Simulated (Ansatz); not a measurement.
# SrCo2As2: the cost of one run

Method: DFT r2SCAN, scalar-relativistic, plane waves, PAW, in Ansatz 0.2.0.

### Step 1. The system as given

Symmetry: I4/mmm, No. 139, tetragonal system. Conventional cell: a = 3.982 Å, b = 3.982 Å, c = 11.449 Å, α = 90.00°, β = 90.00°, γ = 90.00°. Around Sr (site symmetry 4/mmm) lie 8 As at 3.29 Å and 8 Co at 3.49 Å. Co (site symmetry -4m2) has 4 As at 2.30 Å in its first shell of neighbours. As (site symmetry 4mm) has 4 Co at 2.30 Å and 4 Sr at 3.29 Å in its first shell of neighbours.

Structure file:

```
CELL_PARAMETERS angstrom
-1.99076 1.99076 5.72436
1.99076 -1.99076 5.72436
1.99076 1.99076 -5.72436
ATOMIC_POSITIONS crystal
Sr 0.00000 0.00000 0.00000
Co 0.75000 0.25000 0.50000
Co 0.25000 0.75000 0.50000
As 0.35135 0.35135 0.00000
As 0.64865 0.64865 0.00000
```

Source of the structure: the Materials Project (structure only).

(A quick probe on a coarse mesh, which set the mesh and smearing, is not shown.)

### Step 3. The relaxation

Contents of input.yaml:

```yaml
crystal:
  lattice:
    - [-1.9907572976, 1.9907572976, 5.7243631815]
    - [1.9907572976, -1.9907572976, 5.7243631815]
    - [1.9907572976, 1.9907572976, -5.7243631815]
  atoms:
    - { symbol: Sr, position: [0.0, 0.0, 0.0] }
    - { symbol: Co, position: [0.75, 0.25, 0.5], spin: 0.75 }
    - { symbol: Co, position: [0.25, 0.75, 0.5], spin: 0.75 }
    - { symbol: As, position: [0.35135471, 0.35135471, 0.0] }
    - { symbol: As, position: [0.64864529, 0.64864529, 0.0] }
basis:
  ecutwfc: 500
kpoints:
  mp_grid: { grid: [12, 12, 12] }
hamiltonian:
  xc: r2scan
scf:
  occupations: { method: gaussian, width: 0.1 }
output:
  forces: true
  stress: true
  eigenvalues: true
  populations: true
magnetization:
  spin_polarized: true
relax:
  adjacent_minimum: "off"
  f_tol: 0.005
  max_steps: 80
  cell: { stress_tol: 0.05 }
```

Command:

```sh
$ ansatz run input.yaml --threads 2 --pin off --max-ram 5120MiB --backend cpu --events-out ev --progress --plain --runs-dir out
```

**Question.** How long does this run take on 2 threads of AMD EPYC (Zen 3), shared host, and how much memory does it need?

About 20 min, with a peak of 1.5 GiB.
